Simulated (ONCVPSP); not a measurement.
# An ONCV potential for F, from input to tests

Task: generate the file, and judge it by its errors in other configurations, its logarithmic derivatives, its ghosts and its cutoff.

Program: ONCVPSP 4.0.1.1 (patched build). Reference atom: PBE, scalar-relativistic, spherical and spin-unpolarised. All values are calculated.

## (1) The atom and the settings

Typed settings, in words:

```
element                 : fluorine (F, Z = 9)
type                    : optimised norm-conserving Vanderbilt (ONCV)
frozen core             : [He]
valence charge          : 7
reference configuration : 2s2 2p5
partial waves           : 2s: rc 0.65 bohr, ncon 5, nbas 9, qcut 8 1/bohr, 2 projectors, debl 0.5 Ha; 2p: rc 1.20 bohr, ncon 4, nbas 7, qcut 9.3 1/bohr, 2 projectors, debl 1.7 Ha; d scattering state at 0.23 Ha: rc 1.25 bohr, ncon 5, nbas 9, qcut 9.2 1/bohr, 2 projectors, debl 1.8 Ha
local potential         : polynomial inside 0.65 bohr (lpopt 5, dvloc0 -1 Ha)
core correction         : Teter function, fcfact 2.25, rcfact 1.3
```

## (2) The generation run

File F.dat:

```
# ATOM AND REFERENCE CONFIGURATION
# atsym  z   nc   nv     iexc    psfile
  F 9.00    1    2        4      upf
#
#   n    l    f
    1    0    2.00
    2    0    2.00
    2    1    5.00
#
# PSEUDOPOTENTIAL AND OPTIMIZATION
# lmax
    2
#
#   l,   rc,      ep,       ncon, nbas, qcut
    0    0.65    0.00    5    9    8.00
    1    1.20    0.00    4    7    9.30
    2    1.25    0.23    5    9    9.20
#
# LOCAL POTENTIAL
# lloc, lpopt,  rc(5),   dvloc0
    4    5    0.65   -1.00
#
# VANDERBILT-KLEINMAN-BYLANDER PROJECTORs
# l, nproj, debl
    0    2    0.50
    1    2    1.70
    2    2    1.80
#
# MODEL CORE CHARGE
# icmod, fcfact, rcfact
    3    2.25    1.30
#
# LOG DERIVATIVE ANALYSIS
# epsh1, epsh2, depsh
   -3.00    5.00    0.02
#
# OUTPUT GRID
# rlmax, drl
    6.00    0.01
#
# TEST CONFIGURATIONS
# ncnf
    4
# nvcnf
#   n    l    f
    2
    2    0    2.00
    2    1    4.00
#
    2
    2    0    2.00
    2    1    3.00
#
    2
    2    0    2.00
    2    1    2.00
#
    2
    2    0    2.00
    2    1    1.00
#
```

Started as:

```
$ oncvpsp.x < F.dat > F.out
```

**Question.** What will these runs give? Wanted: cutoffs for 1 and 0.1 mHa per electron, occupied waves; bound ghosts; GHOST(+) flags; largest test error; largest phase difference near zero energy, channels read; rms error of d²Exc/dn², without and with the model core; projector energies reset by the program.

**Answer**, as computed:

```
                                                quantity                                                         value
  cutoffs for 1 and 0.1 mHa per electron, occupied waves                                             180 Ha and 432 Ha
                                            bound ghosts                                                    none found
                                          GHOST(+) flags  none at low energy (1 near or above the test basis's cutoff)
                            largest test error (AE − PS)                                        +1733 meV, for 2s2 2p1
largest phase difference near zero energy, channels read                                                     0.000 rad
 rms error of d²Exc/dn², without and with the model core                                             1.83 and 1.78 mHa
                 projector energies reset by the program                                           s: -1.099, 0.250 Ha
```

**Reading.** By total energies transferability is poor: the largest error is 1733 meV on 204.2 eV, for 2s2 2p1. That test lies far up in energy; among those under 40 eV, nearer to bonding, the largest error is 18 meV. The potential is very hard: the looser tolerance needs 180 Ha. At the looser tolerance the 2s wave is the slowest; 2p needs 38 Ha. It is free of bound ghosts as far as tested. Near zero energy the phases of the channels with partial waves agree within 0.001 rad.
